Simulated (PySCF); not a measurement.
# IrSOH: structure of the quintet

The task is one start of a wider search on IrSOH: the quintet, from a PBE0 minimum start. It is relaxed, tested by its Hessian and followed downhill if it is a saddle.

The runs use PySCF 2.14.0; PBE0, basis Ir def2-SVP with ECP60, S def2-SVP, O def2-SVP, H def2-SVP, scalar-relativistic core potentials, no spin–orbit coupling, density fitting.

## (1) The system as given

4 atoms, charge 0, spin multiplicity 5.

Bond lengths: Ir1–S2 2.159 Å, Ir1–O3 1.940 Å, O3–H4 0.965 Å. Angles: S2–Ir1–O3 155.0°, Ir1–O3–H4 122.7°.

Z-matrix (Å, degrees; charge 0 multiplicity 5):
```
Ir
S  1 2.1588
O  1 1.9399 2 154.97
H  3 0.9649 1 122.68 2 103.92
```

## (2) The SCF at the typed geometry

The steps below are one call of a driver around PySCF. For each, scf.py gives the equivalent set-up of the SCF; relaxations use the driver's own optimiser. After this first run the driver tries any further starts and a stability analysis.

scf.py reads:

```python
from pyscf import gto, scf, dft
mol = gto.M(atom='''
Ir     0.147416    -0.040506    -0.090569
S     -1.963966     0.237623     0.263083
O      2.035416     0.119013     0.325734
H      2.560444    -0.620301     0.655635''',
    basis={'Ir': 'def2-SVP', 'S': 'def2-SVP', 'O': 'def2-SVP', 'H': 'def2-SVP'},
    ecp={'Ir': 'def2-SVP'},
    charge=0, spin=4)
mf = dft.UKS(mol, xc='PBE0')
mf.grids.atom_grid = (50, 194)
aux = {'Ir': 'def2-universal-JKFIT', 'S': 'def2-universal-JKFIT', 'O': 'def2-universal-JKFIT', 'H': 'def2-universal-JKFIT'}
mf = mf.density_fit(auxbasis=aux)
mf.conv_tol = 1e-08
mf.diis_space = 10
mf.max_cycle = 60
mf.init_guess = 'minao'
mf.verbose = 4
mf.kernel()
```

Started as:

```bash
OMP_NUM_THREADS=2 python axn.py task.json out
```

The log of the run:

```text
init E= -566.05203463776
[... the frontier-level lines of each cycle are left out ...]
cycle= 1 E= -576.997486279963  delta_E= -10.9  |g|= 1.17  |ddm|= 5.86
cycle= 2 E= -569.46636209558  delta_E= 7.53  |g|= 3.26  |ddm|= 6.74
cycle= 3 E= -577.7361713208  delta_E= -8.27  |g|= 0.533  |ddm|= 6.35
cycle= 4 E= -577.687716990035  delta_E= 0.0485  |g|= 0.686  |ddm|= 0.871
cycle= 5 E= -577.867436604605  delta_E= -0.18  |g|= 0.229  |ddm|= 0.392
cycle= 6 E= -577.885548034194  delta_E= -0.0181  |g|= 0.134  |ddm|= 0.199
cycle= 7 E= -577.895728089853  delta_E= -0.0102  |g|= 0.0375  |ddm|= 0.134
cycle= 8 E= -577.896938127512  delta_E= -0.00121  |g|= 0.0146  |ddm|= 0.0927
cycle= 9 E= -577.897122552979  delta_E= -0.000184  |g|= 0.00434  |ddm|= 0.0229
cycle= 10 E= -577.897190721506  delta_E= -6.82e-05  |g|= 0.00194  |ddm|= 0.0235
cycle= 11 E= -577.897209718271  delta_E= -1.9e-05  |g|= 0.000758  |ddm|= 0.0145
cycle= 12 E= -577.897213979998  delta_E= -4.26e-06  |g|= 0.00048  |ddm|= 0.00625
cycle= 13 E= -577.897216064036  delta_E= -2.08e-06  |g|= 0.000317  |ddm|= 0.00437
cycle= 14 E= -577.897217370301  delta_E= -1.31e-06  |g|= 0.000258  |ddm|= 0.00341
cycle= 15 E= -577.897218481659  delta_E= -1.11e-06  |g|= 0.000231  |ddm|= 0.00323
cycle= 16 E= -577.897219677872  delta_E= -1.2e-06  |g|= 0.000214  |ddm|= 0.0036
cycle= 17 E= -577.897220717649  delta_E= -1.04e-06  |g|= 0.000209  |ddm|= 0.00321
cycle= 18 E= -577.897221947227  delta_E= -1.23e-06  |g|= 0.000205  |ddm|= 0.0039
cycle= 19 E= -577.897224942662  delta_E= -3e-06  |g|= 0.000193  |ddm|= 0.01
cycle= 20 E= -577.897232056491  delta_E= -7.11e-06  |g|= 0.000178  |ddm|= 0.0282
cycle= 21 E= -577.897235035618  delta_E= -2.98e-06  |g|= 0.000149  |ddm|= 0.0149
cycle= 22 E= -577.897236846772  delta_E= -1.81e-06  |g|= 0.000128  |ddm|= 0.0107
cycle= 23 E= -577.897241045883  delta_E= -4.2e-06  |g|= 0.000132  |ddm|= 0.0395
cycle= 24 E= -577.897241088698  delta_E= -4.28e-08  |g|= 6.72e-05  |ddm|= 0.000609
cycle= 25 E= -577.89724166859  delta_E= -5.8e-07  |g|= 0.000251  |ddm|= 0.0206
cycle= 26 E= -577.897241700449  delta_E= -3.19e-08  |g|= 0.000135  |ddm|= 0.00052
cycle= 27 E= -577.897241719216  delta_E= -1.88e-08  |g|= 5.14e-05  |ddm|= 0.0016
cycle= 28 E= -577.897241721051  delta_E= -1.83e-09  |g|= 2.26e-05  |ddm|= 0.000241
Extra cycle  E= -577.897241721342  delta_E= -2.91e-10  |g|= 2.42e-05  |ddm|= 5.95e-05
converged SCF energy = -577.897241721342  <S^2> = 6.0120277  2S+1 = 5.0048088
```

This step, with its further starts and checks, took 27 s on 2 threads of Arm Neoverse N1, shared host.

The starts that the driver tried:

```
                      start  energy (Eh)
    the minimal-basis guess  -577.897242
a thermally smeared density  -577.897242
      a smeared PBE density  -577.897242
```

No lower solution of this spin turned up from the other starts or in the test of internal stability.

## (3) Relaxing the quintet from the PBE0 minimum start

The program finds C1 symmetry in the start. Threshold on the gradient: 0.0003 Eh/bohr, with a further test on the energy change.

Changes to scf.py since step 2:

```diff
@@ -3,4 +3,4 @@
-Ir     0.147416    -0.040506    -0.090569
-S     -1.963966     0.237623     0.263083
-O      2.035416     0.119013     0.325734
-H      2.560444    -0.620301     0.655635''',
+Ir     0.144148    -0.044886    -0.077366
+S     -1.967234     0.233243     0.276286
+O      2.032148     0.114633     0.338937
+H      2.557176    -0.624681     0.668838''',
@@ -17 +16,0 @@
-mf.init_guess = 'minao'
```

The optimiser's trace:

```
step  energy (Eh)  change (kJ/mol)  largest gradient (Eh/bohr)
   0  -577.897242             0.00                     0.00030
```

The walk took 2.1 s.

It settles in C1 symmetry, 0.0 kJ/mol below the start, after 0 steps: Ir–O 1.940 Å, Ir–S 2.159 Å, O–H 0.965 Å; H–O–Ir 122.7°, O–Ir–S 155.0°.

## (4) Frequencies

On the finer grid the gradient is checked again; gradients at displacements of ±0.02 bohr then give force constants and infrared intensities.

Changes to scf.py since step 3:

```diff
@@ -11 +11 @@
-mf.grids.atom_grid = (50, 194)
+mf.grids.atom_grid = (75, 302)
@@ -14 +14 @@
-mf.conv_tol = 1e-08
+mf.conv_tol = 1e-10
```

The driver hands on the density of the step before, so the log starts near convergence.

SCF at the final geometry:

```text
init E= -577.897193794293
[... the frontier-level lines of each cycle are left out ...]
cycle= 1 E= -577.897193794268  delta_E= 2.48e-11  |g|= 6.7e-06  |ddm|= 9.3e-06
Extra cycle  E= -577.897193794072  delta_E= 1.96e-10  |g|= 2.02e-05  |ddm|= 2.68e-05
converged SCF energy = -577.897193794072  <S^2> = 6.0120272  2S+1 = 5.0048086
```

The whole step took 2.3 min.

Geometry: C1; Ir–O 1.940 Å, Ir–S 2.159 Å, O–H 0.965 Å; H–O–Ir 122.7°, O–Ir–S 155.0°.

Modes, for the most abundant isotopes:

```tsv
symmetry	ω (cm⁻¹)	IR (km/mol)	μ (u)
a	77	0.4	5.88
a	231	104	1.25
a	465	3.7	31.81
a	614	229	4.02
a	663	22.1	1.34
a	3873	157	1.07
```

All wavenumbers are real: a minimum.

Constants and moments:

| Property | Result |
| --- | --- |
| Dipole moment | 2.23 D |
| Highest occupied level | -6.65 eV |
| Lowest empty level | -4.59 eV |
| Rotational constants | 2.276, 0.08338, 0.08088 cm⁻¹ |
| Zero-point energy | 35.4 kJ/mol |
| Principal polarisabilities | 34.1, 37.0, 94.9 bohr³ |
| Atomisation energy without zero-point energy | 1092 kJ/mol |
| Principal traceless quadrupole moments about the centre of mass | -7.12, 0.49, 6.63 D Å |
| Entropy at 298.15 K and 1 bar (electronic part: spin only) | 322.7 J/(mol K) |
| Heat capacity Cp at 298.15 K | 62.5 J/(mol K) |
| Enthalpy at 298.15 K above 0 K | 14.71 kJ/mol |
| Rotational symmetry number | 1 |
| Spin squared ⟨S²⟩ | 6.012 |

Populations by atom (charges in e):

```json
{"atom": "Ir1", "Mulliken": "0.44", "Löwdin": "-0.01", "polar tensor": "0.74", "spin (Mulliken)": "2.61", "Mayer order to Ir1": "–"}
{"atom": "S2", "Mulliken": "-0.18", "Löwdin": "0.13", "polar tensor": "-0.23", "spin (Mulliken)": "1.14", "Mayer order to Ir1": "1.79"}
{"atom": "O3", "Mulliken": "-0.47", "Löwdin": "-0.22", "polar tensor": "-0.83", "spin (Mulliken)": "0.24", "Mayer order to Ir1": "0.96"}
{"atom": "H4", "Mulliken": "0.21", "Löwdin": "0.09", "polar tensor": "0.32", "spin (Mulliken)": "0.00", "Mayer order to Ir1": "0.02"}
```

Mulliken populations on Ir1 (outside its core potential): s 2.77, p 6.32, d 7.43, f 0.03.

## (5) Outcome

| quantity | value |
| --- | --- |
| minimum | quintet, C1 |
| geometry | Ir–O 1.940 Å, Ir–S 2.159 Å, O–H 0.965 Å; H–O–Ir 122.7°, O–Ir–S 155.0° |
| wavenumbers (cm⁻¹) | 77 (a), 231 (a), 465 (a), 614 (a), 663 (a), 3873 (a) |
| dipole moment | 2.23 D |
| highest occupied, lowest empty level (either spin) | -6.65, -4.59 eV |
| polar-tensor charge of Ir1 | +0.74 e |
| zero-point energy | 35.4 kJ/mol |
| entropy at 298.15 K | 322.7 J/(mol K) |
| atomisation energy (no zero-point energy) | 1092 kJ/mol |
| ⟨S²⟩ | 6.012 |

**Reading.** The PBE0 minimum start ends in a minimum without symmetry. The strongest infrared band lies at 614 cm⁻¹ (a). Most of the spin sits on Ir1 (Mulliken spin 2.61, against 4 for the whole molecule). Other starts or spin states, not run here, may lie lower. One determinant may miss the lowest occupation of an open d or f shell. With an element this heavy the missing spin–orbit coupling can shift these numbers.

The search up to here took 2.8 min.
